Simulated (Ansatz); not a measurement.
**CH₄AlClGaN: a ladder of functionals and wavefunction methods**

An exercise on one series of results from a longer session: the logs are not shown, and one member is left open.

Method: functionals in def2-TZVPP, the program's frozen cores in correlated methods; program: Ansatz 0.2.0, Gaussian basis.

Plan: LDA (SPW92), PBE-D4, revPBE-D4, BLYP-D4, r2SCAN-D4, B97M-V, PBE0-D4, B3LYP-D4, r2SCANh-D4, r2SCAN0-D4, HSE06-D4, BHLYP-D4, CAM-B3LYP-D4, LC-ωPBE, ωB97X-V, ωB97M-V, B2PLYP, PBE-QIDH; CCSD(T)/def2-SVP; CCSD(T)/def2-TZVPP; MP2/def2-QZVPP; extrapolation to the limit; RPA on PBE.

## The geometry

An earlier PBE0-D4 in a triple-zeta def2 set relaxation fixed the geometry.

9 atoms, charge 0, spin multiplicity 1.

Atoms are counted from 1 here; the program's logs count them from 0.

Bond lengths: C1–Ga2 1.959 Å, C1–H6 1.093 Å, C1–H7 1.092 Å, C1–H8 1.091 Å, Ga2–N3 1.907 Å, Ga2–Al4 2.351 Å, N3–Al4 1.765 Å, N3–H9 1.012 Å, Al4–Cl5 2.099 Å. Angles: Ga2–C1–H6 109.5°, Ga2–C1–H7 110.0°, Ga2–C1–H8 111.2°, H6–C1–H7 108.7°, H6–C1–H8 108.2°, H7–C1–H8 109.3°, C1–Ga2–N3 129.1°, C1–Ga2–Al4 176.7°, N3–Ga2–Al4 47.6°, Ga2–N3–Al4 79.5°, Ga2–N3–H9 134.1°, Al4–N3–H9 146.4°, Ga2–Al4–N3 52.9°, Ga2–Al4–Cl5 171.7°, N3–Al4–Cl5 135.4°.

Set-up of the first run:

Contents of in.yaml:

```yaml
crystal:
  periodic: [false, false, false]
  atoms:
    - {symbol: C, position_ang: [-1.079320, -1.626172, -0.528702]}
    - {symbol: Ga, position_ang: [-0.207075, 0.122292, -0.381460]}
    - {symbol: N, position_ang: [0.974649, 0.768446, 0.969233]}
    - {symbol: Al, position_ang: [0.906797, 2.173094, -0.096867]}
    - {symbol: Cl, position_ang: [1.765369, 4.088128, -0.102044]}
    - {symbol: H, position_ang: [-0.491531, -2.272359, -1.184917]}
    - {symbol: H, position_ang: [-1.144193, -2.094317, 0.455523]}
    - {symbol: H, position_ang: [-2.080775, -1.532477, -0.950159]}
    - {symbol: H, position_ang: [1.356070, 0.373356, 1.819383]}
basis:
  gaussian: {orbitals: def2-TZVPP}
hamiltonian: {xc: lda}
output: {orbitals: {seedname: orbitals}}
```

On the command line:

```
ansatz run in.yaml --threads 2 --pin off --events-out ev --progress --plain --max-ram 22528MiB --backend cpu
```

Among the steps run: LDA; PBE-D4 (GGA); revPBE-D4 (GGA); BLYP-D4 (GGA); r2SCAN-D4 (meta-GGA); B97M-V (meta-GGA); B3LYP-D4 (hybrid); r2SCANh-D4 (hybrid); r2SCAN0-D4 (hybrid); HSE06-D4 (hybrid); BHLYP-D4 (hybrid); CAM-B3LYP-D4 (range-separated); LC-ωPBE (range-separated); ωB97X-V (range-separated); ωB97M-V (range-separated); B2PLYP (double hybrid); PBE-QIDH (double hybrid).

One of the session's tables, all rows but one given; the rest of the session is left out.

It belongs to the step «Orbital energies across the functionals». 

| functional | HOMO (eV) | gap (eV) |
| --- | --- | --- |
| LDA (SPW92) | -5.52 | 3.38 |
| PBE-D4 | -5.38 | 3.46 |
| revPBE-D4 | -5.32 | 3.49 |
| BLYP-D4 | -5.24 | 3.45 |
| r2SCAN-D4 | -5.57 | 3.79 |
| B97M-V | -5.57 | 3.76 |
| PBE0-D4 | -6.31 | 5.13 |
| B3LYP-D4 | -6.14 | 4.78 |
| r2SCANh-D4 | ? | ? |
| r2SCAN0-D4 | -6.42 | 5.32 |
| HSE06-D4 | -5.92 | 4.37 |
| BHLYP-D4 | -7.12 | 6.74 |
| CAM-B3LYP-D4 | -7.48 | 7.28 |
| LC-ωPBE | -8.66 | 9.47 |
| ωB97X-V | -8.39 | 9.12 |
| ωB97M-V | -8.22 | 8.79 |

Q: Estimate the row for r2SCANh-D4 from the others.

Worked estimate for «HOMO (eV)». Against the share of exact exchange, r2SCAN-D4 (0, -5.57), r2SCAN0-D4 (0.25, -6.42) give a slope of -3.40 per unit share; at 0.1 the line stands at -5.91.

As computed: HOMO (eV): -5.91; gap (eV): 4.41. In «HOMO (eV)» the line misses by 0.00.
